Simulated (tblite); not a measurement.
# C3H9N3SeSi: the cost of one run

The runs use tblite 0.8.0 and PySCF 2.14.0, with density-fitted response routines of our own; the level of theory stands in each step. All values are computed, except where a source is named. Atoms are numbered from 0 throughout.

### Step 1. The starting structure

17 atoms, charge 0, multiplicity 1; geometry from: force field or distance geometry start.

Bonds of the start (Å): C0–N1 1.45, N1–C2 1.45, C2–Si3 1.84, Si3–N4 1.79, Si3–Se5 2.27, Se5–C6 1.90, C6–N7 1.17, C0–H8 1.10, C0–H9 1.13, C0–H10 1.12, N1–H11 1.03, C2–H12 1.11, C2–H13 1.12, Si3–H14 1.47, N4–H15 1.03, N4–H16 1.03.

### Step 2. Geometry optimisation with GFN2-xTB

Job settings and geometry (Å):

```
{"job": {"kind": "relax", "xc": "GFN2-xTB", "basis": "xTB"}, "charge": 0, "multiplicity": 1}
C     -2.092900     0.973000     0.432600
N     -1.576200     0.343600    -0.766300
C     -0.833700    -0.864000    -0.442200
Si     0.569300    -0.422400     0.662100
N      1.927400    -1.557900     0.383900
Se     1.217100     1.703500     0.197700
C      3.076800     1.830900     0.569100
N      4.217100     1.924600     0.817300
H     -1.351900     1.731200     0.740900
H     -2.180600     0.195300     1.246100
H     -3.098300     1.433500     0.249200
H     -2.280700     0.218500    -1.502300
H     -0.437700    -1.347100    -1.354200
H     -1.515700    -1.620500     0.026600
H      0.128700    -0.480800     2.058300
H      2.631600    -1.537900     1.135200
H      1.592800    -2.511400     0.185400
```

Run with:

```sh
> OMP_NUM_THREADS=1 python probes_run.py task.json out
```

This one command runs all jobs of the session in turn.

**Question.** How long does this first job take on 1 thread of Arm Neoverse N1, shared host, and how much memory does it need?

About 1.8 s, with a peak of 0.18 GiB.
